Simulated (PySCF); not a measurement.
# Br2Zn: MP2 correlation energy with HF

Br2Zn, in a box:

```
Br Zn
1.0
    11.00000    0.00000    0.00000
     0.00000   13.00000    0.00000
     0.00000    0.00000   11.00000
Br Zn
2 1
Direct
  0.59158 0.64016 0.57157
  0.41540 0.35800 0.44154
  0.49969 0.50097 0.49627
```

The cell isn't the ideal one: atoms moved at random, drawn with an rms of 0.05 Å.

* Program: PySCF 2.14.0
* Task: MP2 correlation energy
* Functional: HF
* Potentials or basis: pob-tzvp-rev2 (all-electron)
* k mesh: 1 × 1 × 1
* Occupations: fixed
* Spin: no spin polarisation
* Exponents discarded below (exp_to_discard): 0 1/bohr^2
* Frozen core bands: 23
* conv_tol: 1e-08 Ha
* max_cycle: 60
* exxdiv: ewald
* Relativity: none
* Coulomb method: Gaussian density fitting (GDF)
* Three-centre integrals: read from an earlier run's file

```
Gap between the frontier levels : 14.27 eV
Mulliken charges                : Br -0.46, -0.43; Zn +0.89 e
MP2 correlation energy per cell : -32.129 eV
```

Levels at points of the mesh, in eV from the valence-band top:
```tsv
k point	band 45	band 46	band 47	band 48	band 49	band 50	band 51	band 52	band 53	band 54
(0.00, 0.00, 0.00)	-2.43	-1.24	-0.43	-0.43	0.00	0.00	14.27	18.32	18.36	22.98
```

It took 18 s on 2 threads of Intel(R) Xeon(R) Processor @ 2.70GHz (shared host), peak memory 1.9 GiB.

Caveat: the basis is small and the box finite, so much correlation energy is missing and levels can be off by tenths of an eV; Mulliken charges move with the basis; this is a molecule in a periodic box at the Γ point, so its band gap is the HOMO-LUMO gap; total energy, band gap and charges are those of the mean-field reference; relativity is left out, which matters for the heavier elements; the basis of atomic orbitals isn't converged, which shifts pressures, moduli and gaps.
